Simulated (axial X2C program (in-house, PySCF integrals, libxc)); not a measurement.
**BrSi⁺: bond curves with and without spin–orbit coupling**

What are the state, bond length, wavenumber and bond energy of BrSi⁺, and what does spin–orbit coupling change?

Program: an in-house X2C program for linear molecules on PySCF integrals. Level of theory: all-electron X2C, Br dyall-cv3z, Si dyall-v3z. These are calculated values, not measurements.

**1. The job**

The input, task.json:

```json
{"zs": [35, 14], "q": 1, "bas": ["dyall-cv3z", "dyall-v3z"], "levels": ["PBE0", "HF", "PBE50"], "cc": true, "r0": 2.3, "thr": -2.0, "nmax": 90, "npts": 10, "nst": 2, "ntry": 6}
```

Keys: zs atomic numbers; q charge; bas basis sets; levels methods (HF also brings MP2); cc coupled cluster on or off; r0 starting distance in Å; thr threshold in hartree for freezing inner shells (an s shell follows its p shell); nmax most natural virtual spinors; npts points asked for on the curve; nst determinants followed; ntry starts of the search.

The run is started by

```console
> python so2c.py task.json out
```

Spin-free means the one-electron spin-free X2C Hamiltonian; two-component (2c) means X2C with spin–orbit coupling and atomic mean-field two-electron Coulomb and Gaunt terms. Basis: Br dyall-cv3z contracted to [8s9p6d4f1g], Si dyall-v3z contracted to [8s7p2d1f]; Gaussian nuclei, density fitting. Masses: Br 78.918 u, Si 27.977 u.

Notation: σ, π±, δ± give the projection m of an orbital's angular momentum (0, ±1, ±2), α and β its spin, Λ and M_S the sums; ω is the projection of a spinor's total angular momentum and Ω the sum. Logs are in hartree.

The runs that follow: PBE0, spin-free; HF, spin-free; PBE50, spin-free; Correlated methods, spin-free; PBE0, 2c; HF, 2c; PBE50, 2c; MP2 and beyond, 2c.

**Question.** What will these runs give? Wanted: for each run, Hamiltonian; Re; ωe; De; μ.

**Answer**, as computed:

Lowest determinant that the search found at its distance, spin-free: M_S = 0, Λ = 0 (closed shell).

Lowest determinant that the search found at its distance, 2c: Ω = 0 (closed shell).

```
Hamiltonian    level  Re (Å)  ωe (cm⁻¹)  De (eV)  μ (D)
  spin-free     PBE0   2.111        530     4.71   4.63
  spin-free       HF   2.103        547     3.14   5.09
  spin-free      MP2   2.109        544     4.65    n/a
  spin-free     CCSD   2.110        541     4.34    n/a
  spin-free  CCSD(T)   2.117        531     4.53    n/a
  spin-free    PBE50   2.094        551     4.52   4.70
         2c     PBE0   2.113        529     4.62   4.62
         2c       HF   2.104        546     2.91   5.08
         2c      MP2   2.110        543     4.50    n/a
         2c     CCSD   2.111        540     4.18    n/a
         2c  CCSD(T)   2.118        530     4.38    n/a
         2c    PBE50   2.095        550     4.41   4.70
```

Dipoles are positive if Si is the positive end and refer to the centre of mass.

In words: At CCSD(T), going from spin-free to two-component changes Re by +1 mÅ, ωe by -0.2 %; the spin-free picture holds up (part of it comes from the scalar share of the two-electron terms). De moves by -0.16 eV; both De rest on single-determinant atoms, which can miss part of an open shell's spin–orbit lowering.

De refers to Br + Si+, each in the lowest determinant found, which need not be this curve's own limit. The state is a single determinant with fixed occupations, the lowest that a limited PBE0 search found. The closed shell is kept restricted; where the fragments are open shells, the energy then runs too high at long range. De is counted from the lowest determinant-based energies of the atoms at the same level, without counterpoise correction. CCSD and (T) use frozen natural virtuals with an MP2 correction for the truncation.
